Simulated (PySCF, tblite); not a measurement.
# Si₂H₄F₂, a small molecule taken as a stand-in for a surface group (Si site with back bonds [SiH3], F, F): NMR shifts, core binding energies and electronic excitations

Aim: the NMR shifts, core binding energies and electronic excitations of `F[SiH](F)[SiH3]`.

Programs: tblite 0.8.0 and PySCF 2.14.0. All values are calculated, for the isolated system unless a continuum is named. Atoms count from 0, parts from 1.

## (1) The system as given

8 atoms, charge 0, multiplicity 1; geometry: distance geometry start.

## (2) Geometry optimisation with GFN2-xTB

Job settings and geometry (Å):

```
{"job": {"kind": "relax", "xc": "GFN2-xTB", "basis": "xTB"}, "charge": 0, "multiplicity": 1}
Si     0.631555     1.945322    -0.100334
Si     0.115648    -0.158415     0.393316
F     -0.240602     2.423694    -1.444891
F      0.208858     2.935900     1.221119
H      2.022507     2.041864    -0.347378
H     -1.243908    -0.282674     0.735135
H      0.906831    -0.601999     1.466588
H      0.377794    -0.985351    -0.759822
```

With the program's defaults for keys left out, this is: GFN2-xTB geometry optimisation, gas phase.

Launch:

```bash
> OMP_NUM_THREADS=1 python cluster_run.py task.json out
```

One launch serves the whole session: the jobs run in the order shown.

The program printed:

```text
step      E/eV     max force
  0    -409.97824    2.353
  1    -410.18164    1.387
  2    -410.27164    1.253
  3    -410.30227    0.902
  4    -410.40336    0.694
  5    -410.42946    0.522
  6    -410.45166    0.319
  7    -410.45821    0.215
  8    -410.46312    0.314
  9    -410.46836    0.351
 10    -410.47644    0.246
 11    -410.48043    0.162
 12    -410.48156    0.075
 13    -410.48220    0.089
 14    -410.48271    0.075
 15    -410.48311    0.057
 16    -410.48340    0.055
 17    -410.48369    0.062
 18    -410.48410    0.077
 19    -410.48455    0.070
 20    -410.48486    0.044
 21    -410.48502    0.039
 22    -410.48517    0.051
 23    -410.48543    0.057
 24    -410.48581    0.067
 25    -410.48611    0.049
 26    -410.48622    0.017
 27    -410.48623    0.005
```

It took 0.38 s on 1 thread of Arm Neoverse V1, shared host.

Step by step:

```csv
step,energy from step 0 (eV),largest force (eV/Å)
0,0.0000,2.3528
1,-0.2034,1.3861
2,-0.2934,1.2527
3,-0.3240,0.9023
4,-0.4251,0.6934
5,-0.4512,0.5222
6,-0.4734,0.3185
7,-0.4800,0.2149
8,-0.4849,0.3142
9,-0.4901,0.3507
10,-0.4982,0.2466
11,-0.5022,0.1618
12,-0.5033,0.0744
13,-0.5040,0.0881
14,-0.5045,0.0747
15,-0.5049,0.0572
16,-0.5052,0.0550
17,-0.5054,0.0622
18,-0.5059,0.0769
19,-0.5063,0.0696
20,-0.5066,0.0441
21,-0.5068,0.0389
22,-0.5069,0.0513
23,-0.5072,0.0573
24,-0.5076,0.0666
25,-0.5079,0.0489
26,-0.5080,0.0166
27,-0.5080,0.0054
```

Close pairs (by a distance rule), those that changed most:

```csv
bond,before (Å),after (Å),change (Å)
Si0–F3,1.705,1.606,-0.099
Si0–Si1,2.222,2.295,+0.073
Si0–F2,1.673,1.606,-0.067
Si1–H6,1.405,1.466,+0.061
Si1–H5,1.407,1.467,+0.060
Si0–H4,1.416,1.451,+0.035
Si1–H7,1.443,1.466,+0.023
```

## (3) Relaxing the molecule at PBE0-D3(BJ)/def2-SVP

Job settings and geometry (Å):

```
{"job": {"xc": "PBE0", "basis": "def2-SVP", "d3": "d3bj", "grid": 2, "kind": "geom", "shake": 0.01}, "charge": 0, "multiplicity": 1}
Si     0.372961     0.989706    -0.243187
Si    -0.268892    -1.142225     0.252848
F     -0.537801     1.578064    -1.481378
F     -0.078755     2.023438     0.911167
H      1.701806     1.436096    -0.566931
H     -1.682557    -1.260701     0.615799
H      0.540962    -1.641230     1.381164
H     -0.001647    -2.011700    -0.897383
```

The program printed:

```text
step   0  E = -780.39668059  max force = 0.036277
step   1  E = -780.40375095  max force = 0.013966
step   2  E = -780.40507277  max force = 0.001944
step   3  E = -780.40509518  max force = 0.000516
step   4  E = -780.40509800  max force = 0.000226
optimisation converged
```

Run time: 14 s. Hardware: 1 thread of Arm Neoverse V1, shared host; peak memory 0.44 GiB.

The steps of the relaxation:

```csv
step,energy from step 0 (eV),largest force component (eV/Å)
0,0.0000,1.8654
1,-0.1924,0.7182
2,-0.2284,0.1000
3,-0.2290,0.0265
4,-0.2290,0.0116
```

Close pairs (by a distance rule), those that changed most:

```csv
bond,before (Å),after (Å),change (Å)
Si0–Si1,2.281,2.336,+0.055
Si0–H4,1.439,1.486,+0.048
Si1–H5,1.464,1.493,+0.029
Si1–H7,1.466,1.494,+0.027
Si0–F2,1.646,1.620,-0.026
Si1–H6,1.476,1.494,+0.018
Si0–F3,1.614,1.619,+0.005
```

The end geometry stands in the next job.

```csv
at the end point,value
"rotational constants (GHz, main isotopes)","6.190, 2.822, 2.175"
dipole moment (D),1.77
```

## (4) Nuclear shieldings: PBE0/pcSseg-2

Job settings and geometry (Å):

```
{"job": {"kind": "nmr", "xc": "PBE0", "basis": "pcSseg-2"}, "charge": 0, "multiplicity": 1}
Si     0.309212     1.066181    -0.256137
Si    -0.239072    -1.147078     0.253126
F     -0.577538     1.536714    -1.527219
F     -0.114936     2.005239     0.993096
H      1.733499     1.351705    -0.570642
H     -1.687972    -1.219694     0.605211
H      0.585964    -1.610734     1.408815
H      0.037004    -2.010519    -0.934047
```

Method: GIAO PBE0/pcSseg-2 NMR shielding, non-relativistic, gas phase.

The program printed:

```text
coarse grid: 7904 points
cycle   1  E = -780.7880803241  dE =  3.501e-02  |g| = 7.444e-01  |ddm| = 2.078e+00
cycle   2  E = -780.6466685933  dE =  1.414e-01  |g| = 1.236e+00  |ddm| = 8.505e-01
cycle   3  E = -780.8745595971  dE = -2.279e-01  |g| = 3.273e-02  |ddm| = 5.436e-01
cycle   4  E = -780.8746922149  dE = -1.326e-04  |g| = 1.274e-02  |ddm| = 3.353e-02
cycle   5  E = -780.8747177639  dE = -2.555e-05  |g| = 1.961e-03  |ddm| = 1.083e-02
cycle   6  E = -780.8747186616  dE = -8.977e-07  |g| = 3.575e-04  |ddm| = 2.162e-03
final grid: 68552 points
cycle   7  E = -780.8784240867  dE = -3.835e-05  |g| = 2.529e-03  |ddm| = 1.342e-02
cycle   8  E = -780.8784236848  dE =  4.019e-07  |g| = 2.705e-03  |ddm| = 1.842e-03
cycle   9  E = -780.8784246415  dE = -9.567e-07  |g| = 5.987e-04  |ddm| = 1.216e-03
cycle  10  E = -780.8784246892  dE = -4.765e-08  |g| = 5.526e-05  |ddm| = 2.356e-04
cycle  11  E = -780.8784246895  dE = -2.987e-10  |g| = 1.452e-05  |ddm| = 4.375e-05
converged SCF energy = -780.8784246895

GIAO shielding tensors (ppm)
atom      isotropic    diamagn.    paramagn.     s11        s22        s33       span
  0 Si     332.980     874.600    -541.619    289.686    322.466    386.789     97.103
  1 Si     457.659     880.051    -422.392    452.492    458.758    461.727      9.235
  2 F      317.333     466.712    -149.380    218.063    335.860    398.075    180.012
  3 F      317.533     466.708    -149.175    218.781    336.318    397.501    178.720
  4 H       25.511      27.968      -2.457     22.788     23.062     30.682      7.894
  5 H       27.647      28.800      -1.152     24.830     25.715     32.397      7.567
  6 H       27.782      28.758      -0.976     25.005     25.659     32.683      7.678
  7 H       27.776      28.766      -0.990     24.972     25.696     32.660      7.688
```

Run time: 18 s. Hardware: 1 thread of Arm Neoverse V1, shared host; peak memory 0.83 GiB.

The references, computed at this level on geometries of the same kind, shield at (ppm): 1H TMS 31.25, 29Si TMS 341.3, 19F CFCl3 175.8. Their shielding less the atom's gives the shift. The references are single molecules in the gas phase, so shifts against H2O, NH3, PH3, H3PO4 or CFCl3 are not on the usual liquid scales and can be off by tens of ppm.

```csv
atoms,environment,σ (ppm),δ (ppm)
H4,"hydrogen on a silicon bonded to 2 F, Si",25.51,5.73
H5,hydrogen on a silicon bonded to Si,27.65,3.60
H7,hydrogen on a silicon bonded to Si,27.78,3.47
H6,hydrogen on a silicon bonded to Si,27.78,3.46
Si0,"silicon bonded to 2 F, Si, H",333.0,8.3
Si1,"silicon bonded to Si, 3 H",457.7,-116.4
F2,fluorine bonded to Si,317.3,-141.5
F3,fluorine bonded to Si,317.5,-141.7
```

The run also stored atomic charges by several schemes (e):

```csv
atoms,Mulliken,IAO,Hirshfeld,ESP fit
Si0,0.94,1.25,0.44,0.68
Si1,0.30,0.24,0.22,-0.03
F2,-0.41,-0.54,-0.21,-0.28
F3,-0.41,-0.54,-0.21,-0.28
```

Mayer bond orders: Si0–Si1 0.94, Si0–F2 0.92, Si0–F3 0.92.

## (5) Core holes by ΔSCF: SCAN, X2C

Settings changed since step 4:

```diff
@@ -1,2 +1,2 @@
-{"job": {"kind": "nmr", "xc": "PBE0", "basis": "pcSseg-2"}, "charge": 0, "multiplicity": 1}
+{"job": {"kind": "xps", "holes": 5}, "charge": 0, "multiplicity": 1}
 Si     0.309212     1.066181    -0.256137
```

Level: delta-SCF UKS SCAN, pcX-2 on the ionised atom, pcseg-1 elsewhere, spin-free X2C.

The program printed:

```text
ground state, core basis on atom 0 (Si), 126 functions
  cycle   1  E = -782.40139815  |g| = 6.74e-01
  cycle   2  E = -782.18725497  |g| = 1.34e+00
  cycle   3  E = -782.47519215  |g| = 3.20e-02
  cycle   4  E = -782.47540008  |g| = 1.59e-02
  cycle   5  E = -782.47546899  |g| = 3.09e-03
  cycle   6  E = -782.47547227  |g| = 5.51e-04
  cycle   7  E = -782.47547083  |g| = 4.09e-04
  E(ground) = -782.48663970 Eh
hole in Si 2p of atom 0
  cycle   1  E = -778.14042906  |g| = 1.23e+00
  cycle   2  E = -777.88441079  |g| = 1.23e+00
  cycle   3  E = -778.37817880  |g| = 4.23e-01
  cycle   4  E = -778.44674158  |g| = 1.65e-01
  cycle   5  E = -778.45440109  |g| = 4.93e-02
  cycle   6  E = -778.45594381  |g| = 4.71e-03
  cycle   7  E = -778.45595359  |g| = 2.21e-03
  cycle   8  E = -778.45595441  |g| = 8.07e-04
  cycle   9  E = -778.45595492  |g| = 5.37e-04
  cycle  10  E = -778.45595553  |g| = 1.16e-04
  E(ion) = -778.47920868 Eh   <S^2> = 0.7525   hole on atom = 1.003   binding energy = 109.048 eV
  2p3/2 = 108.896 eV   2p1/2 = 109.525 eV
ground state, core basis on atom 1 (Si), 126 functions
  cycle   1  E = -782.45550442  |g| = 2.87e-01
  cycle   2  E = -782.45543230  |g| = 5.20e-02
  cycle   3  E = -782.45489201  |g| = 7.62e-02
  cycle   4  E = -782.45583433  |g| = 8.13e-03
  cycle   5  E = -782.45584383  |g| = 1.14e-03
  cycle   6  E = -782.45584332  |g| = 6.63e-05
  E(ground) = -782.46695927 Eh
hole in Si 2p of atom 1
  cycle   1  E = -778.17265328  |g| = 1.23e+00
  cycle   2  E = -778.15201169  |g| = 9.98e-01
  cycle   3  E = -778.47210791  |g| = 2.33e-01
  cycle   4  E = -778.48976835  |g| = 1.40e-01
  cycle   5  E = -778.49553033  |g| = 3.09e-02
  cycle   6  E = -778.49605139  |g| = 3.55e-03
  cycle   7  E = -778.49605788  |g| = 1.10e-03
  cycle   8  E = -778.49605919  |g| = 2.20e-04
  E(ion) = -778.51954275 Eh   <S^2> = 0.7521   hole on atom = 1.002   binding energy = 107.415 eV
  2p3/2 = 107.205 eV   2p1/2 = 107.828 eV
ground state, core basis on atom 2 (F), 115 functions
  cycle   1  E = -782.41142582  |g| = 1.24e-01
  cycle   2  E = -782.41069833  |g| = 9.36e-02
  cycle   3  E = -782.41124455  |g| = 6.93e-02
  cycle   4  E = -782.41186750  |g| = 5.83e-03
  cycle   5  E = -782.41187785  |g| = 1.57e-03
  cycle   6  E = -782.41187503  |g| = 3.35e-04
  E(ground) = -782.46663492 Eh
hole in F 1s of atom 2
  cycle   1  E = -756.05624706  |g| = 2.58e+00
  cycle   2  E = -756.02749431  |g| = 2.11e+00
  cycle   3  E = -756.91652316  |g| = 3.26e-01
  cycle   4  E = -756.91830898  |g| = 3.01e-01
  cycle   5  E = -756.94883069  |g| = 4.39e-02
  cycle   6  E = -756.94949390  |g| = 1.36e-02
  cycle   7  E = -756.94964005  |g| = 2.06e-03
  cycle   8  E = -756.94964199  |g| = 6.28e-04
  cycle   9  E = -756.94964284  |g| = 2.22e-04
  E(ion) = -757.00990880 Eh   <S^2> = 0.7566   hole on atom = 1.000   binding energy = 692.713 eV
ground state, core basis on atom 3 (F), 115 functions
  cycle   1  E = -782.40940514  |g| = 1.64e-01
  cycle   2  E = -782.40420328  |g| = 2.18e-01
  cycle   3  E = -782.41120303  |g| = 4.69e-02
  cycle   4  E = -782.41152328  |g| = 1.08e-02
  cycle   5  E = -782.41154028  |g| = 2.12e-03
  cycle   6  E = -782.41154016  |g| = 2.38e-04
  E(ground) = -782.46670615 Eh
hole in F 1s of atom 3
  cycle   1  E = -756.05547571  |g| = 2.58e+00
  cycle   2  E = -756.02582546  |g| = 2.11e+00
  cycle   3  E = -756.91556291  |g| = 3.26e-01
  cycle   4  E = -756.91803308  |g| = 2.98e-01
  cycle   5  E = -756.94791760  |g| = 4.48e-02
  cycle   6  E = -756.94862478  |g| = 1.33e-02
  cycle   7  E = -756.94876329  |g| = 2.02e-03
  cycle   8  E = -756.94876573  |g| = 6.13e-04
  cycle   9  E = -756.94876686  |g| = 2.27e-04
  E(ion) = -757.01014929 Eh   <S^2> = 0.7567   hole on atom = 1.000   binding energy = 692.708 eV
```

Wall time 16 s (1 thread of Arm Neoverse V1, shared host); peak memory 0.46 GiB.

Binding energies by hole, beside the orbital energy of the ground state; the difference holds orbital relaxation and, for a density functional, its self-interaction error:

```csv
hole,stands for,environment,ΔSCF (eV; 2p as the shell's mean),−ε (eV),⟨S²⟩
Si2p on Si0,Si0,"silicon bonded to 2 F, Si, H",109.11,98.1,0.752
Si2p on Si1,Si1,"silicon bonded to Si, 3 H",107.41,96.6,0.752
F1s on F2,F2,fluorine bonded to Si,692.71,666.7,0.757
F1s on F3,F3,fluorine bonded to Si,692.71,666.8,0.757
```

With the spin-orbit splitting: Si0 2p3/2 108.90, 2p1/2 109.53 eV; Si1 2p3/2 107.20, 2p1/2 107.83 eV. The table gives each 2p level as the mean over the whole 2p shell (two parts 2p3/2, one part 2p1/2), which differs a little from the single hole in the log.

## (6) Ultraviolet spectrum: CAM-B3LYP/def2-SVPD

Settings changed since step 5:

```diff
@@ -1,2 +1,2 @@
-{"job": {"kind": "xps", "holes": 5}, "charge": 0, "multiplicity": 1}
+{"job": {"kind": "uv", "xc": "CAM-B3LYP", "basis": "def2-SVPD", "nstates": 6, "ntriplets": 2, "ip": true}, "charge": 0, "multiplicity": 1}
 Si     0.309212     1.066181    -0.256137
```

Level: TDDFT CAM-B3LYP/def2-SVPD, vertical, gas phase, core orbitals frozen in the response.

The program printed:

```text
coarse grid: 7904 points
cycle   1  E = -780.6457149561  dE = -1.351e-02  |g| = 6.839e-01  |ddm| = 3.011e+00
cycle   2  E = -780.5931813601  dE =  5.253e-02  |g| = 9.435e-01  |ddm| = 1.412e+00
cycle   3  E = -780.7339889296  dE = -1.408e-01  |g| = 3.463e-02  |ddm| = 6.437e-01
cycle   4  E = -780.7343115807  dE = -3.227e-04  |g| = 9.928e-03  |ddm| = 8.967e-02
cycle   5  E = -780.7343440494  dE = -3.247e-05  |g| = 1.128e-03  |ddm| = 2.883e-02
cycle   6  E = -780.7343446166  dE = -5.672e-07  |g| = 3.024e-04  |ddm| = 3.072e-03
final grid: 68552 points
cycle   7  E = -780.8287158867  dE = -4.239e-06  |g| = 1.246e-03  |ddm| = 1.195e-02
cycle   8  E = -780.8287157782  dE =  1.085e-07  |g| = 1.531e-03  |ddm| = 1.965e-03
cycle   9  E = -780.8287161355  dE = -3.573e-07  |g| = 6.185e-05  |ddm| = 9.656e-04
cycle  10  E = -780.8287161363  dE = -8.529e-10  |g| = 1.771e-05  |ddm| = 1.448e-04
converged SCF energy = -780.8287161363

Static polarisability (au): isotropic 55.328, principal 50.572 51.329 64.084

Singlet excitations
state   eV       nm        f      main configurations
  1   6.9929    177.3   0.01226   H->L+1 0.87, H->L 0.10
  2   7.0947    174.8   0.04786   H->L 0.85, H->L+1 0.09
  3   8.1873    151.4   0.01005   H->L+2 0.72, H->L+3 0.26
  4   8.4715    146.4   0.41367   H->L+3 0.62, H->L+2 0.24
  5   8.6552    143.2   0.00232   H->L+4 0.89
  6   8.6909    142.7   0.00042   H-2->L 0.49, H-1->L+1 0.33

Triplet excitations (Tamm-Dancoff, eV): 6.1718 6.1913
Vertical ionisation energy (delta-SCF) = 11.0563 eV
```

Run time: 14 s. Hardware: 1 thread of Arm Neoverse V1, shared host; peak memory 0.58 GiB.

The orbitals next to the gap, with their largest atomic shares:

```csv
orbital,eV,atoms
HOMO−3,-12.92,"Si0 26 %, H4 22 %, F2 21 %"
HOMO−2,-11.73,"Si1 44 %, H6 26 %, H7 23 %"
HOMO−1,-11.71,"Si1 43 %, H5 31 %, H7 12 %"
HOMO,-10.06,"Si1 31 %, Si0 28 %, H4 12 %"
LUMO,0.51,"Si0 34 %, Si1 29 %, H4 11 %"
LUMO+1,0.58,"Si0 29 %, Si1 29 %, F2 10 %"
LUMO+2,1.02,"Si1 50 %, Si0 13 %, H6 10 %"
```

With each of the 6 states as a Gaussian band of 0.4 eV half-width at 1/e, the curve within the window shown has maxima at 175 nm (ε 2,400), 147 nm (ε 17,000) L/(mol cm). Beyond the last state computed it falls off for lack of states. The curve at chosen wavelengths:

(nm, ε (L/mol/cm)): (138, 3166), (140, 6556), (142, 10933), (145, 16286), (147, 17001), (149, 15108), (151, 11588), (154, 6082), (156, 3432), (158, 1785), (160, 938), (163, 627), (165, 800), (167, 1146), (169, 1571), (172, 2146), (174, 2365), (176, 2399), (178, 2251), (181, 1788), (183, 1411), (185, 1048), (187, 735), (190, 391), (192, 242), (194, 143)

Further results of this job:

```csv
property,computed
dipole moment (D),2.07
polarisability (Å³),8.20
HOMO–LUMO gap (eV),10.58
−ε(HOMO) (eV),10.06
```

## (7) Summary of results

| quantity | value |
| --- | --- |
| rotational constants (main isotopes) | 6.19, 2.82, 2.17 GHz |
| 1H shifts against TMS (PBE0/pcSseg-2) | 5.73, 3.60, 3.47, 3.46 ppm |
| 29Si shifts against TMS (PBE0/pcSseg-2) | 8.3, -116.4 ppm |
| 19F shifts against CFCl3 (PBE0/pcSseg-2) | -141.5, -141.7 ppm |
| Si2p binding energies, SCAN/pcX-2 | Si0 109.11, Si1 107.41 eV |
| F1s binding energies, SCAN/pcX-2 | F2 692.71, F3 692.71 eV |
| lowest singlet (CAM-B3LYP/def2-SVPD) | 6.99 eV (177 nm), f = 0.012 |
| brightest single state of those computed | state 4, 8.47 eV, f = 0.414 |
| lowest triplet | 6.17 eV |
| vertical ionisation energy (ΔSCF) | 11.06 eV |

The optimisation took 4 steps and gained 0.229 eV; among the close pairs (by a distance rule), Si0–Si1 changed most, from 2.281 to 2.336 Å (PBE0/def2-SVP). The Si2p levels kept as sound span 1.69 eV, from Si1 (silicon bonded to Si, 3 H) up to Si0 (silicon bonded to 2 F, Si, H). The F1s levels computed lie within 0.00 eV of one another, too close to rank. The first singlet state (HOMO→LUMO+1 0.87, HOMO→LUMO 0.10) lies at 6.99 eV and is weak; of the 6 states computed, the strongest absorption comes from state 4 at 8.47 eV. The lowest triplet lies 0.82 eV below the lowest singlet (triplets in Tamm-Dancoff, singlets in full TDDFT). The orbital energy would give 10.06 eV for ionisation, ΔSCF gives 11.06 eV.
